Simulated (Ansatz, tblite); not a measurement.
# The cluster Si₅Te₃: isomers from a random search

Which shape does the cluster Si₅Te₃ prefer? Candidates from a tight-binding search are relaxed and compared.

Computed with Ansatz 0.2.0, Gaussian basis. Level: relaxed with PBE-D4/def2-SVP, singlet.

3 further runs of the same task are left out: 3 set aside as unsound or not needed.

## Step 1: The starting structure

8 atoms, charge 0, spin multiplicity 1.

Atoms are counted from 1 here; the program's logs count them from 0.

Bond lengths: Si1–Si2 2.303 Å, Si1–Te6 2.483 Å, Si1–Te7 2.729 Å, Si1–Te8 2.575 Å, Si2–Si3 2.458 Å, Si2–Te7 2.705 Å, Si3–Te7 2.699 Å, Si3–Te8 2.730 Å, Si4–Si5 2.333 Å, Si4–Te6 2.680 Å, Si4–Te7 2.759 Å, Si5–Te7 2.771 Å, Si5–Te8 2.665 Å. Angles: Si2–Si1–Te6 144.8°, Si2–Si1–Te7 64.4°, Si2–Si1–Te8 105.6°, Te6–Si1–Te7 103.6°, Te6–Si1–Te8 108.0°, Te7–Si1–Te8 92.5°, Si1–Si2–Si3 80.3°, Si1–Si2–Te7 65.5°, Si3–Si2–Te7 62.8°, Si2–Si3–Te7 63.1°, Si2–Si3–Te8 97.0°, Te7–Si3–Te8 89.8°, Si5–Si4–Te6 110.1°, Si5–Si4–Te7 65.3°, Te6–Si4–Te7 97.8°, Si4–Si5–Te7 64.8°, Si4–Si5–Te8 107.9°, Te7–Si5–Te8 89.7° and more.

Coordinates:

```mol
Si5Te3
  3D, bonds by distance, orders not assigned

  8 13  0  0  0  0  0  0  0  0999 V2000
    0.7031   -0.8322   -0.7544 Si  0  0
    2.4093    0.7141   -0.7958 Si  0  0
    0.4793    2.2239   -0.9846 Si  0  0
   -1.0242   -1.0982    1.9589 Si  0  0
   -1.9266    0.6928    0.7663 Si  0  0
   -0.0877   -2.9532    0.2664 Te  0  0
    0.7743    0.9034    1.3507 Te  0  0
   -1.3276    0.3494   -1.8075 Te  0  0
  1  2  8  0
  1  6  8  0
  1  7  8  0
  1  8  8  0
  2  3  8  0
  2  7  8  0
  3  7  8  0
  3  8  8  0
  4  5  8  0
  4  6  8  0
  4  7  8  0
  5  7  8  0
  5  8  8  0
M  END
```

Te takes a core potential in the def2 sets. No spin-orbit coupling is included.

A search from random starts with GFN2-xTB found 22 distinct shapes; 3 go on here. The structure above is candidate A, which lies 0.00 eV above the lowest at that level; B lies 0.04 eV above the lowest at that level; C lies 0.16 eV above the lowest at that level.

## Step 2: Relaxing candidate A

in.yaml reads:

```yaml
crystal:
  periodic: [false, false, false]
  atoms:
    - {symbol: Si, position_ang: [0.703090, -0.832170, -0.754440]}
    - {symbol: Si, position_ang: [2.409340, 0.714130, -0.795800]}
    - {symbol: Si, position_ang: [0.479330, 2.223850, -0.984610]}
    - {symbol: Si, position_ang: [-1.024160, -1.098240, 1.958860]}
    - {symbol: Si, position_ang: [-1.926600, 0.692830, 0.766340]}
    - {symbol: Te, position_ang: [-0.087740, -2.953200, 0.266400]}
    - {symbol: Te, position_ang: [0.774270, 0.903400, 1.350730]}
    - {symbol: Te, position_ang: [-1.327550, 0.349410, -1.807470]}
basis:
  gaussian: {orbitals: def2-SVP}
hamiltonian: {xc: pbe, dispersion: d4}
scf: {lower_state_search: "off"}
output: {orbitals: {seedname: orbitals}}
relax: {f_tol: 0.02, max_steps: 100}
```

Launch:

```bash
> ansatz run in.yaml --threads 4 --pin off --events-out ev --progress --plain --max-ram 8704MiB
```

Output (excerpt; [...] marks lines left out):

```text
Functional definition: PBE
  name "PBE"
  cite "Perdew, Burke & Ernzerhof, Phys. Rev. Lett. 77, 3865 (1996) doi:10.1103/PhysRevLett.77.3865"
  parent pbe
[...]
1940 factors; their error is unknown
[...]
mean field -61236.35932467 eV, -2250.3946976864 hartree, gradient 4.1e-6 eV, S^2 0.000000; 0 other end points of the search recorded, 0 dependent functions left out
[...]
reference -61236.35936318 eV, -2250.3946991019 hartree; 71, 71 occupied and 97, 97 virtual orbitals, 1940 factors
relax step   1: F+E_penalty+E_count = -61237.43551028 eV  Δ(F+E_penalty+E_count) = +0.000e0 eV  max|allowed force component| = 1.469e0 eV/Å  Δτ_max = 0.0000 Å  (21 SCF iters, accepted)
[...]
relax step   6: F+E_penalty+E_count = -61238.08497590 eV  Δ(F+E_penalty+E_count) = -6.213e-3 eV  max|allowed force component| = 8.149e-2 eV/Å  Δτ_max = 0.0301 Å  (23 SCF iters, accepted)
[...]
relax step  11: F+E_penalty+E_count = -61238.09969217 eV  Δ(F+E_penalty+E_count) = -1.195e-3 eV  max|allowed force component| = 2.050e-1 eV/Å  Δτ_max = 0.1464 Å  (22 SCF iters, accepted)
[...]
relax step  16: F+E_penalty+E_count = -61238.12531476 eV  Δ(F+E_penalty+E_count) = -8.663e-3 eV  max|allowed force component| = 2.785e-1 eV/Å  Δτ_max = 0.1950 Å  (30 SCF iters, accepted)
[...]
relax step  21: F+E_penalty+E_count = -61238.17220602 eV  Δ(F+E_penalty+E_count) = -2.421e-3 eV  max|allowed force component| = 3.651e-2 eV/Å  Δτ_max = 0.0414 Å  (23 SCF iters, accepted)
[...]
relax step  22: F+E_penalty+E_count = -61238.16954120 eV  Δ(F+E_penalty+E_count) = +2.665e-3 eV  max|allowed force component| = 1.303e-1 eV/Å  Δτ_max = 0.0464 Å  (23 SCF iters, rejected (line search))
[...]
relax step  23: F+E_penalty+E_count = -61238.17254390 eV  Δ(F+E_penalty+E_count) = -3.379e-4 eV  max|allowed force component| = 1.466e-2 eV/Å  Δτ_max = 0.0102 Å  (26 SCF iters, accepted)
Total energy: -61238.17258267 eV, -2250.4613336889 hartree
Atom 0 at     0.280055    -0.781558    -0.532759 Å, force     0.014660     0.011292     0.000311 eV/Å
Atom 1 at     2.245232     0.487572    -0.133256 Å, force    -0.000335     0.000876    -0.004035 eV/Å
Atom 2 at     0.799286     2.068207    -1.338862 Å, force     0.003335    -0.003660     0.006553 eV/Å
Atom 3 at    -0.394897    -1.495253     1.779777 Å, force     0.002017    -0.007231    -0.001323 eV/Å
Atom 4 at    -1.582035     0.400156     0.854007 Å, force    -0.003265     0.006057    -0.007823 eV/Å
Atom 5 at    -0.351566    -3.203610    -0.155706 Å, force    -0.004560    -0.004266     0.006047 eV/Å
Atom 6 at     0.555172     2.015575     1.349716 Å, force    -0.004188    -0.004041    -0.004283 eV/Å
Atom 7 at    -1.551267     0.508923    -1.822907 Å, force    -0.007663     0.000975     0.004553 eV/Å
Dipole moment:    -0.308481    -0.060041    -0.085872 e Å
Checks for a lower state left out: stability, starts, cluster_reference, orbital_swaps, neighbouring_geometries, increment
```

Run time: 61 s. Hardware: 4 threads of Arm Neoverse V1, shared host.

The steps of the relaxation: (the energy doesn't fall at every step)

| step | energy from step 1 (eV) | largest force component (eV/Å) |
| --- | --- | --- |
| 1 | 0.0000 | 1.4687 |
| 2 | -0.3860 | 0.5603 |
| 3 | -0.5807 | 0.5380 |
| 4 | -0.6253 | 0.2940 |
| 5 | -0.6433 | 0.1525 |
| 6 | -0.6495 | 0.0815 |
| 7 | -0.6524 | 0.0531 |
| 8 | -0.6543 | 0.0410 |
| 9 | -0.6565 | 0.0717 |
| 10 | -0.6630 | 0.0971 |
| 11 | -0.6642 | 0.2050 |
| 12 | -0.6703 | 0.1111 |
| 13 | -0.6725 | 0.0761 |
| 14 | -0.6772 | 0.0552 |
| 15 | -0.6811 | 0.1375 |
| 16 | -0.6898 | 0.2785 |
| 17 | -0.6930 | 0.3942 |
| 18 | -0.7205 | 0.2109 |
| 19 | -0.7305 | 0.1474 |
| 20 | -0.7343 | 0.0863 |
| 21 | -0.7367 | 0.0365 |
| 22 | -0.7340 | 0.1303 |
| 23 | -0.7370 | 0.0147 |

Close pairs (by a distance rule), those that changed most:

| bond | before (Å) | after (Å) | change (Å) |
| --- | --- | --- | --- |
| Si4–Te7 | 2.759 | 3.662 | +0.904 |
| Si1–Si5 | 3.399 | 2.605 | -0.794 |
| Si1–Si4 | 3.227 | 2.513 | -0.715 |
| Si1–Te7 | 2.729 | 3.383 | +0.654 |
| Si3–Te8 | 2.730 | 2.862 | +0.131 |
| Si4–Te6 | 2.680 | 2.582 | -0.098 |
| Si4–Si5 | 2.333 | 2.421 | +0.087 |
| Si1–Si2 | 2.303 | 2.373 | +0.070 |

Contacts that opened: Si1–Te7 2.73 to 3.38 Å, Si4–Te7 2.76 to 3.66 Å.

## Step 3: Relaxing candidate B

in.yaml reads:

```yaml
crystal:
  periodic: [false, false, false]
  atoms:
    - {symbol: Si, position_ang: [1.360040, 0.460660, 2.025240]}
    - {symbol: Si, position_ang: [0.775420, -1.665770, 1.217630]}
    - {symbol: Si, position_ang: [-1.558290, 0.707490, -1.683810]}
    - {symbol: Si, position_ang: [-0.554930, -1.411120, -1.854210]}
    - {symbol: Si, position_ang: [-0.694140, 1.467510, 1.485620]}
    - {symbol: Te, position_ang: [-1.815640, -0.903040, 0.541390]}
    - {symbol: Te, position_ang: [0.662860, 1.901830, -0.765420]}
    - {symbol: Te, position_ang: [1.824680, -0.557550, -0.966430]}
basis:
  gaussian: {orbitals: def2-SVP}
hamiltonian: {xc: pbe, dispersion: d4}
scf: {lower_state_search: "off"}
output: {orbitals: {seedname: orbitals}}
relax: {f_tol: 0.02, max_steps: 100}
```

Same command.

Output (excerpt; [...] marks lines left out):

```text
Functional definition: PBE
  name "PBE"
  cite "Perdew, Burke & Ernzerhof, Phys. Rev. Lett. 77, 3865 (1996) doi:10.1103/PhysRevLett.77.3865"
  parent pbe
[...]
1940 factors; their error is unknown
[...]
mean field -61235.77812953 eV, -2250.3733391590 hartree, gradient 1.6e-6 eV, S^2 0.000000; 0 other end points of the search recorded, 0 dependent functions left out
[...]
reference -61235.77816809 eV, -2250.3733405760 hartree; 71, 71 occupied and 97, 97 virtual orbitals, 1940 factors
relax step   1: F+E_penalty+E_count = -61236.95233946 eV  Δ(F+E_penalty+E_count) = +0.000e0 eV  max|allowed force component| = 2.140e0 eV/Å  Δτ_max = 0.0000 Å  (22 SCF iters, accepted)
[...]
relax step   4: F+E_penalty+E_count = -61238.28169867 eV  Δ(F+E_penalty+E_count) = -1.886e-1 eV  max|allowed force component| = 5.365e-1 eV/Å  Δτ_max = 0.1941 Å  (27 SCF iters, accepted)
[...]
Total energy: -61238.88411803 eV, -2250.4874821311 hartree
Atom 0 at     1.847061     0.789007     0.993943 Å, force     0.002602     0.001304    -0.000580 eV/Å
Atom 1 at     0.444636    -1.348660     1.614325 Å, force    -0.002071    -0.000166     0.002785 eV/Å
Atom 2 at    -1.386454     0.803693    -1.753652 Å, force    -0.002269     0.001446     0.000508 eV/Å
Atom 3 at    -0.379796    -1.326313    -1.933581 Å, force     0.000035    -0.002096    -0.000356 eV/Å
Atom 4 at    -0.646798     0.962130     1.811123 Å, force    -0.002146    -0.001778     0.002376 eV/Å
Atom 5 at    -1.954968    -0.940417     0.198250 Å, force     0.000614    -0.000061    -0.001612 eV/Å
Atom 6 at     0.175278     2.355091    -0.310426 Å, force     0.001371     0.002209    -0.001466 eV/Å
Atom 7 at     1.901042    -1.294522    -0.619972 Å, force     0.001863    -0.000858    -0.001655 eV/Å
Dipole moment:     0.119412     0.060607    -0.052014 e Å
Checks for a lower state left out: stability, starts, cluster_reference, orbital_swaps, neighbouring_geometries, increment
```

Run time: 34 s. Hardware: 4 threads of Arm Neoverse V1, shared host.

The steps of the relaxation: (the energy doesn't fall at every step)

| step | energy from step 1 (eV) | largest force component (eV/Å) |
| --- | --- | --- |
| 1 | 0.0000 | 2.1396 |
| 2 | -0.7960 | 0.8855 |
| 3 | -1.1408 | 0.5498 |
| 4 | -1.3294 | 0.5365 |
| 5 | -1.4887 | 0.3116 |
| 6 | -1.6417 | 0.3894 |
| 7 | -1.7944 | 0.5428 |
| 8 | -1.9118 | 0.2935 |
| 9 | -1.9162 | 0.2474 |
| 10 | -1.9089 | 0.2166 |
| 11 | -1.9313 | 0.0367 |
| 12 | -1.9317 | 0.0028 |

Distances of close pairs at the start and the end, largest changes first:

| bond | before (Å) | after (Å) | change (Å) |
| --- | --- | --- | --- |
| Te7–Te8 | 2.727 | 4.049 | +1.322 |
| Si2–Si5 | 3.471 | 2.563 | -0.908 |
| Si1–Te7 | 3.217 | 2.636 | -0.581 |
| Si1–Te8 | 3.194 | 2.636 | -0.558 |
| Si1–Si2 | 2.349 | 2.631 | +0.282 |
| Si1–Si5 | 2.350 | 2.630 | +0.280 |
| Si3–Te6 | 2.759 | 2.679 | -0.080 |
| Si4–Te6 | 2.754 | 2.679 | -0.076 |

Contacts that opened: Te7–Te8 2.73 to 4.05 Å.

## Step 4: Relaxing candidate C

in.yaml reads:

```yaml
crystal:
  periodic: [false, false, false]
  atoms:
    - {symbol: Si, position_ang: [-0.375430, 1.898690, -0.672360]}
    - {symbol: Si, position_ang: [0.486350, 2.443770, 1.345660]}
    - {symbol: Si, position_ang: [-0.105100, -1.004010, -1.618490]}
    - {symbol: Si, position_ang: [-1.134240, 0.877230, -2.485600]}
    - {symbol: Si, position_ang: [1.290690, -2.165870, -0.245670]}
    - {symbol: Te, position_ang: [-1.471630, -2.467280, -0.113610]}
    - {symbol: Te, position_ang: [-0.434000, 0.366040, 2.680890]}
    - {symbol: Te, position_ang: [1.743350, 0.051440, 1.109180]}
basis:
  gaussian: {orbitals: def2-SVP}
hamiltonian: {xc: pbe, dispersion: d4}
scf: {lower_state_search: "off"}
output: {orbitals: {seedname: orbitals}}
relax: {f_tol: 0.02, max_steps: 100}
```

Launched as before.

Output (excerpt; [...] marks lines left out):

```text
Functional definition: PBE
  name "PBE"
  cite "Perdew, Burke & Ernzerhof, Phys. Rev. Lett. 77, 3865 (1996) doi:10.1103/PhysRevLett.77.3865"
  parent pbe
[...]
1940 factors; their error is unknown
[...]
mean field -61235.07472385 eV, -2250.3474894772 hartree, gradient 3.1e-6 eV, S^2 0.000000; 0 other end points of the search recorded, 0 dependent functions left out
[...]
reference -61235.07476365 eV, -2250.3474909395 hartree; 71, 71 occupied and 97, 97 virtual orbitals, 1940 factors
relax step   1: F+E_penalty+E_count = -61236.07860228 eV  Δ(F+E_penalty+E_count) = +0.000e0 eV  max|allowed force component| = 1.598e0 eV/Å  Δτ_max = 0.0000 Å  (24 SCF iters, accepted)
[...]
relax step   6: F+E_penalty+E_count = -61236.76301420 eV  Δ(F+E_penalty+E_count) = -2.245e-2 eV  max|allowed force component| = 3.705e-1 eV/Å  Δτ_max = 0.1426 Å  (30 SCF iters, accepted)
[...]
Total energy: -61237.52627503 eV, -2250.4375823213 hartree
Atom 0 at     0.180991     0.893709    -0.811410 Å, force    -0.010982    -0.001317    -0.002163 eV/Å
Atom 1 at     1.285003     2.125653     1.013661 Å, force     0.003755    -0.002695     0.001305 eV/Å
Atom 2 at    -1.201271    -0.909160    -1.457497 Å, force     0.009162     0.004597    -0.003077 eV/Å
Atom 3 at    -1.703000     1.174444    -2.144967 Å, force    -0.000375     0.000787     0.002090 eV/Å
Atom 4 at     1.404297    -1.193273    -0.417773 Å, force    -0.001892    -0.004275    -0.000065 eV/Å
Atom 5 at    -0.443832    -3.106892    -0.686023 Å, force    -0.001767    -0.002219    -0.000065 eV/Å
Atom 6 at    -0.856350     1.360879     2.370930 Å, force    -0.000858    -0.001692    -0.001120 eV/Å
Atom 7 at     1.334151    -0.345352     2.133080 Å, force     0.002957     0.006814     0.003093 eV/Å
Dipole moment:     0.006662    -0.150880     0.141033 e Å
Checks for a lower state left out: stability, starts, cluster_reference, orbital_swaps, neighbouring_geometries, increment
```

It took 55 s on 4 threads of Arm Neoverse V1, shared host.

Step by step: (the energy doesn't fall at every step)

| step | energy from step 1 (eV) | largest force component (eV/Å) |
| --- | --- | --- |
| 1 | 0.0000 | 1.5982 |
| 2 | -0.4794 | 0.6467 |
| 3 | -0.6095 | 0.1854 |
| 4 | -0.6378 | 0.1181 |
| 5 | -0.6620 | 0.1356 |
| 6 | -0.6844 | 0.3705 |
| 7 | -0.7141 | 0.4208 |
| 8 | -0.7805 | 0.3440 |
| 9 | -0.8529 | 0.4237 |
| 10 | -1.0055 | 0.4614 |
| 11 | -1.1944 | 0.4403 |
| 12 | -1.3366 | 0.6256 |
| 13 | -1.4096 | 0.4926 |
| 14 | -1.4288 | 0.2446 |
| 15 | -1.4384 | 0.1877 |
| 16 | -1.4435 | 0.0748 |
| 17 | -1.4379 | 0.1364 |
| 18 | -1.4467 | 0.0402 |
| 19 | -1.4470 | 0.0646 |
| 20 | -1.4475 | 0.0238 |
| 21 | -1.4476 | 0.0110 |

Distances of close pairs at the start and the end, largest changes first:

| bond | before (Å) | after (Å) | change (Å) |
| --- | --- | --- | --- |
| Si1–Si5 | 4.413 | 2.451 | -1.963 |
| Si1–Si3 | 3.065 | 2.362 | -0.703 |
| Si3–Si5 | 2.277 | 2.820 | +0.543 |
| Si1–Si2 | 2.261 | 2.463 | +0.202 |
| Si1–Si4 | 2.215 | 2.325 | +0.110 |
| Si5–Te6 | 2.782 | 2.674 | -0.108 |
| Te7–Te8 | 2.704 | 2.787 | +0.083 |
| Si3–Si4 | 2.313 | 2.251 | -0.062 |

Contacts that opened: Si3–Si5 2.28 to 2.82 Å.

## Step 5: The relaxed candidates

| candidate | point group | bonds (count, mean Å) | energy above the lowest (kJ/mol) |
| --- | --- | --- | --- |
| A | C1 | Si–Te 8, 2.67; Si–Si 5, 2.47 | 68.7 |
| B | Cs | Si–Te 10, 2.69; Si–Si 4, 2.55 | 0.0 |
| C | C1 | Si–Si 5, 2.37; Si–Te 5, 2.63; Te–Te 1, 2.79 | 131.0 |

## Step 6: Candidate A, GFN1-xTB

Tight binding, by tblite at 300 K electronic temperature and without a spin-polarisation term:

```python
tblite.interface.Calculator('GFN1-xTB', numbers, positions, charge=0, uhf=0).singlepoint()
```

Energy -556.7581 eV, HOMO -8.47 eV, LUMO -7.79 eV; 0.018 s.

## Step 7: Candidate A, GFN2-xTB

Tight binding, by tblite at 300 K electronic temperature and without a spin-polarisation term:

```python
tblite.interface.Calculator('GFN2-xTB', numbers, positions, charge=0, uhf=0).singlepoint()
```

Energy -483.7169 eV, HOMO -6.70 eV, LUMO -5.95 eV; 0.029 s.

## Step 8: Candidate A, PBE0-D4/def2-TZVP

start.molden holds the orbitals of an earlier run on this state, given as this run's starting guess.

in.yaml reads:

```yaml
crystal:
  periodic: [false, false, false]
  atoms:
    - {symbol: Si, position_ang: [0.280055, -0.781558, -0.532759]}
    - {symbol: Si, position_ang: [2.245232, 0.487572, -0.133256]}
    - {symbol: Si, position_ang: [0.799286, 2.068207, -1.338862]}
    - {symbol: Si, position_ang: [-0.394897, -1.495253, 1.779777]}
    - {symbol: Si, position_ang: [-1.582035, 0.400156, 0.854007]}
    - {symbol: Te, position_ang: [-0.351566, -3.203610, -0.155706]}
    - {symbol: Te, position_ang: [0.555172, 2.015575, 1.349716]}
    - {symbol: Te, position_ang: [-1.551267, 0.508923, -1.822907]}
basis:
  gaussian: {orbitals: def2-TZVP, initial_orbitals: start.molden}
hamiltonian: {xc: pbe0, dispersion: d4}
scf: {omitted_lower_state_checks: [starts]}
output: {orbitals: {seedname: orbitals}}
```

Launched as before.

Output:

```text
Functional definition: PBE0
  name "PBE0"
  cite "Adamo & Barone, J. Chem. Phys. 110, 6158 (1999) doi:10.1063/1.478522"
  cite "Perdew, Burke & Ernzerhof, Phys. Rev. Lett. 77, 3865 (1996) doi:10.1103/PhysRevLett.77.3865"
  parent pbe
  parameter a = 0.25
  parameter kappa = 0.804
  parameter beta = 0.06672455060314922
  exchange = (1 - a)*pbe_x(kappa = kappa, mu = beta*pi^2/3) + a*exact_x
  correlation = pbe_c(beta = beta)
these checks for a lower state are left out or cut short: starts
2654 factors; their error is unknown
mean field evaluation 1: about -61169.8569 eV, gradient 2.1e2 eV
mean field evaluation 2: about -61202.3438 eV, gradient 4.9e1 eV
mean field evaluation 4: about -61248.7950 eV, gradient 1.8e1 eV
mean field evaluation 8: about -61255.9486 eV, gradient 8.5e-1 eV
mean field -61255.95159102 eV, -2251.1147001947 hartree, gradient 1.8e-5 eV, S^2 0.000000; 0 other end points of the search recorded, 0 dependent functions left out
reference -61255.95162253 eV, -2251.1147013526 hartree; 71, 71 occupied and 264, 264 virtual orbitals, 2654 factors
Total energy: -61256.84378279 eV, -2251.1474876374 hartree
Checks for a lower state left out: starts
```

It took 32 s on 4 threads of Arm Neoverse V1, shared host; peak memory 2.4 GiB.

From the report: HOMO -5.71 eV, LUMO -3.62 eV.

## Step 9: Candidate A, PBE-D4/def2-TZVP

in.yaml, as its differences from that of step 8:

```diff
@@ -13,4 +13,4 @@
   gaussian: {orbitals: def2-TZVP, initial_orbitals: start.molden}
-hamiltonian: {xc: pbe0, dispersion: d4}
+hamiltonian: {xc: pbe, dispersion: d4}
 scf: {omitted_lower_state_checks: [starts]}
-output: {orbitals: {seedname: orbitals}}
+output: {forces: true, orbitals: {seedname: orbitals}}
```

Same command.

Output (excerpt; [...] marks lines left out):

```text
Functional definition: PBE
  name "PBE"
  cite "Perdew, Burke & Ernzerhof, Phys. Rev. Lett. 77, 3865 (1996) doi:10.1103/PhysRevLett.77.3865"
  parent pbe
[...]
2418 factors; their error is unknown
[...]
mean field -61251.72637263 eV, -2250.9594262828 hartree, gradient 1.6e-5 eV, S^2 0.000000; 0 other end points of the search recorded, 0 dependent functions left out
[...]
reference -61251.72641428 eV, -2250.9594278136 hartree; 71, 71 occupied and 264, 264 virtual orbitals, 2418 factors
Total energy: -61252.74334636 eV, -2250.9967993781 hartree
Atom 0 at     0.280055    -0.781558    -0.532759 Å, force    -0.094387     0.103625     0.097273 eV/Å
Atom 1 at     2.245232     0.487572    -0.133256 Å, force    -0.223553     0.093347     0.006391 eV/Å
Atom 2 at     0.799286     2.068207    -1.338862 Å, force    -0.027834    -0.189600     0.181185 eV/Å
Atom 3 at    -0.394897    -1.495253     1.779777 Å, force    -0.004671     0.048318    -0.192914 eV/Å
Atom 4 at    -1.582035     0.400156     0.854007 Å, force     0.209854    -0.031699    -0.109760 eV/Å
Atom 5 at    -0.351566    -3.203610    -0.155706 Å, force     0.023191     0.167198     0.067136 eV/Å
Atom 6 at     0.555172     2.015575     1.349716 Å, force    -0.024528    -0.194296    -0.235619 eV/Å
Atom 7 at    -1.551267     0.508923    -1.822907 Å, force     0.141927     0.003106     0.186308 eV/Å
Dipole moment:    -0.261806    -0.015569    -0.078914 e Å
Checks for a lower state left out: starts
```

Wall time 9.5 s (4 threads of Arm Neoverse V1, shared host); peak memory 0.84 GiB.

HOMO -4.96 eV, LUMO -4.07 eV.

## Step 10: Candidate A, r2SCAN-D4/def2-TZVP

in.yaml, as its differences from that of step 9:

```diff
@@ -13,4 +13,4 @@
   gaussian: {orbitals: def2-TZVP, initial_orbitals: start.molden}
-hamiltonian: {xc: pbe, dispersion: d4}
+hamiltonian: {xc: r2scan, dispersion: d4}
 scf: {omitted_lower_state_checks: [starts]}
-output: {forces: true, orbitals: {seedname: orbitals}}
+output: {orbitals: {seedname: orbitals}}
```

The command is unchanged.

Output:

```text
Functional definition: r2SCAN
  name "r2SCAN"
  cite "Furness, Kaplan, Ning, Perdew & Sun, J. Phys. Chem. Lett. 11, 8208 (2020) doi:10.1021/acs.jpclett.0c02405"
  cite "Furness, Kaplan, Ning, Perdew & Sun, J. Phys. Chem. Lett. 11, 9248 (2020) doi:10.1021/acs.jpclett.0c03077"
  parent r2scan
  parameter k0 = 0.174
  parameter k1 = 0.065
  parameter a1 = 4.9479
  exchange = r2scan_x(k0 = k0, k1 = k1, a1 = a1)
  correlation = r2scan_c
these checks for a lower state are left out or cut short: starts
2418 factors; their error is unknown
mean field evaluation 1: about -61276.6963 eV, gradient 1.1e1 eV
mean field evaluation 2: about -61276.8109 eV, gradient 2.1e-1 eV
mean field evaluation 4: about -61276.4082 eV, gradient 6.7e-3 eV
mean field -61276.40820688 eV, -2251.8664669616 hartree, gradient 3.5e-5 eV, S^2 0.000000; 0 other end points of the search recorded, 0 dependent functions left out
reference -61276.40821916 eV, -2251.8664674129 hartree; 71, 71 occupied and 264, 264 virtual orbitals, 2418 factors
Total energy: -61276.61577928 eV, -2251.8740951064 hartree
Checks for a lower state left out: starts
```

Run time: 18 s. Hardware: 4 threads of Arm Neoverse V1, shared host; peak memory 0.89 GiB.

From the report: HOMO -5.13 eV, LUMO -4.14 eV.

[end of part 1 of 2]
